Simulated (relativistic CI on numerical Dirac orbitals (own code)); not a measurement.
# Cu⁴⁺: M2,3 absorption multiplets

Aim: the M2,3 absorption spectrum of Cu⁴⁺ in 4 surroundings, from the same atomic integrals.

Program: relativistic CI on numerical Dirac orbitals (own code) version 1. Level of theory: Dirac-Coulomb-Breit CI, KLI orbitals optimised for each configuration, model QED (radiative potential, 1s self-energy scaled to tabulated hydrogen-like ionisation energies), valence Slater integrals scaled by 0.8, multiplet model of core-to-valence dipole absorption in a parametric crystal field. These are calculated values, not measurements, unless marked.

## 1. The atom as given

| Quantity | Value |
| --- | --- |
| ion | Cu⁴⁺ (Cu V) |
| nuclear charge | 29 |
| electrons | 25 |
| configurations | [Ar] 3d7 → [Ne] 3s2 3p5 3d8 |
| magnetising field for the dichroism, Lz and Sz | exchange field 10 meV on Sz; these come from the lowest magnetised state alone (0 K) |
| temperature of the isotropic spectrum | 300 K |
| widths | Lorentz 0.48 eV, Gauss 0.3 eV |
| surrounding 1 | Oh, 10Dq = 30150 cm⁻¹ |
| surrounding 2 | Oh, 10Dq = 36450 cm⁻¹ |
| surrounding 3 | Oh, 10Dq = 42700 cm⁻¹ |
| surrounding 4 | Oh, 10Dq = 49000 cm⁻¹ |

## 2. Surrounding 1: Oh, 10Dq = 30150

Settings of the run:

```ini
atom Cu  Z=29  charge=4  electrons=25
nucleus A=63  rms_radius_fm=3.8823
hamiltonian dirac-coulomb  breit=on  qed=on  c_scale=1
orbitals kli  potential=per-configuration
slater_scale 0.8
correlation none
mixing on
configurations
  [Ar] 3d7
  [Ne] 3s2 3p5 3d8
end
absorption M2,3 T=300 lorentz=0.48 gauss=0.3
crystal_field Oh 10Dq=30150
```

## 3. Surrounding 2: Oh, 10Dq = 36450

Changes to the settings of step 2:

```diff
@@ -12,2 +12,2 @@
 absorption M2,3 T=300 lorentz=0.48 gauss=0.3
-crystal_field Oh 10Dq=30150
+crystal_field Oh 10Dq=36450
```

## 4. Surrounding 3: Oh, 10Dq = 42700

Changes to the settings of step 3:

```diff
@@ -12,2 +12,2 @@
 absorption M2,3 T=300 lorentz=0.48 gauss=0.3
-crystal_field Oh 10Dq=36450
+crystal_field Oh 10Dq=42700
```

## 5. Surrounding 4: Oh, 10Dq = 49000

Changes to the settings of step 4:

```diff
@@ -12,2 +12,2 @@
 absorption M2,3 T=300 lorentz=0.48 gauss=0.3
-crystal_field Oh 10Dq=42700
+crystal_field Oh 10Dq=49000
```

(Steps that only read results are left out.)

Before running it: what results should come out? Wanted: highest peak, first run; ground spin; core spin-orbit splitting.

As calculated:

| surrounding | ground S | Lz (0 K) | Sz (0 K) | centroid (eV) | share of the lower edge | up to four highest peaks (% of the highest), eV |
| --- | --- | --- | --- | --- | --- | --- |
| 1: Oh | 0.54 | -0.11 | -0.51 | 83.47 | - | 79.3 (67), 86.0 (100), 87.2 (92), 88.1 (80) |
| 2: Oh | 0.51 | -0.10 | -0.50 | 84.08 | - | 81.5 (57), 86.9 (100), 88.2 (92), 89.6 (54) |
| 3: Oh | 0.51 | -0.09 | -0.50 | 84.58 | - | 77.9 (94), 84.8 (93), 88.2 (91), 89.3 (100) |
| 4: Oh | 0.50 | -0.08 | -0.50 | 85.06 | - | 78.8 (86), 83.0 (88), 85.9 (100), 88.8 (74) |

| quantity | value |
| --- | --- |
| highest peak, first run | 86.0 eV |
| ground spin (effective S from ⟨S²⟩) | 0.50 to 0.54 |
| core spin-orbit splitting (without Breit) | 2.70 eV |

The position of the maximum differs by up to 3.4 eV between the surroundings, by shifts of peaks or by peaks exchanging rank. Edge positions are free-ion values and differ from those in solids by a few eV or more.
